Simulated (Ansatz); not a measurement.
**AlGaGeH (sextet): wave-function methods side by side, cc-pVDZ**

The task here is to estimate one member of a computed series from the others.

Computed with Ansatz 0.2.0, Gaussian basis. Level: cc-pVDZ, core rule «outside noble gas», up to 33 orbitals frozen.

The runs, in order: UHF; CCSD(T) on ROHF; CCSD(T) on UHF; BCCD(T) on ROHF; CISD as a restricted active space (open shells left free, so some higher excitations enter); CCSDT(Q) on ROHF; CCSDT(Q) on UHF; CASSCF and NEVPT2, 11 electrons in 11 orbitals.

22 further runs of the same task are left out: 10 that didn't finish, 12 set aside as unsound or not needed. Runs told in other sessions of the task aren't counted.

## The geometry

The geometry is a PBE0/def2-TZVP stationary point (not a proven minimum) of the parent state, kept for this charge and spin. No spin-orbit coupling is included. The filled d shell of Ge, Ga may be among the frozen orbitals whatever the setting's name suggests.

4 atoms, charge 0, spin multiplicity 6.

Atoms are counted from 1 here; the program's logs count them from 0.

Bond lengths: Al1–Ge2 2.571 Å, Al1–Ga3 2.638 Å, Ge2–Ga3 2.495 Å, Ga3–H4 1.577 Å. Angles: Ge2–Al1–Ga3 57.2°, Al1–Ge2–Ga3 62.7°, Al1–Ga3–Ge2 60.0°, Al1–Ga3–H4 158.9°, Ge2–Ga3–H4 141.1°.

The first run:

Input file in.yaml:

```yaml
crystal:
  periodic: [false, false, false]
  atoms:
    - {symbol: Al, position_ang: [0.000000, -1.914310, 0.244472]}
    - {symbol: Ge, position_ang: [0.000000, 0.476795, 1.188153]}
    - {symbol: Ga, position_ang: [0.000000, 0.228290, -1.294670]}
    - {symbol: H, position_ang: [0.000000, 1.090955, -2.614622]}
basis:
  gaussian: {orbitals: cc-pVDZ}
magnetization: {spin_polarized: true, initial_magnetization: 5}
hamiltonian: {xc: hf}
output: {orbitals: {seedname: orbitals}}
```

Launch:

```
$ ansatz run in.yaml --threads 1 --pin off --events-out ev --progress --plain --max-ram 2393MiB
```

Steps of the session up to this table: UHF; CCSD(T) on ROHF; CCSD(T) on UHF; BCCD(T) on ROHF; CISD as a restricted active space (open shells left free, so some higher excitations enter); CCSDT(Q) on ROHF; CCSDT(Q) on UHF; CASSCF and NEVPT2, 11 electrons in 11 orbitals.

One table of the session follows, with a row left open; its other results are not shown here.

| method | from RCCSDT(Q) (meV) |
| --- | --- |
| ROHF | +5215.6 |
| UHF | +5106.1 |
| RMP2 | +1337.6 |
| UMP2 | +1355.9 |
| RCCSD | +343.4 |
| UCCSD | +324.0 |
| RCCSD(T) | +112.3 |
| UCCSD(T) | +97.0 |
| BCCD(T) | ? |
| RCCSDT | +26.8 |
| UCCSDT | +9.8 |
| RCCSDT(Q) | 0 |
| UCCSDT(Q) | -18.3 |
| CASSCF frontier | +3965.6 |
| NEVPT2 frontier | +1187.8 |

Q: Estimate the row for BCCD(T) from the others.

As computed: from RCCSDT(Q) (meV): +79.9. In the column «from RCCSDT(Q) (meV)» it lies between RCCSDT (+26.8) and UCCSD(T) (+97.0).

Not comparable, so not listed: CISD as a restricted active space (open shells left free, so some higher excitations enter) (they don't share determinant, frozen orbitals or solution with the rows shown, or repeat one).

Caveats from the session: Restricted and unrestricted rows rest on different reference determinants; a gap between their highest levels can come from leftover correlation error, from unlike frozen cores or from another state.
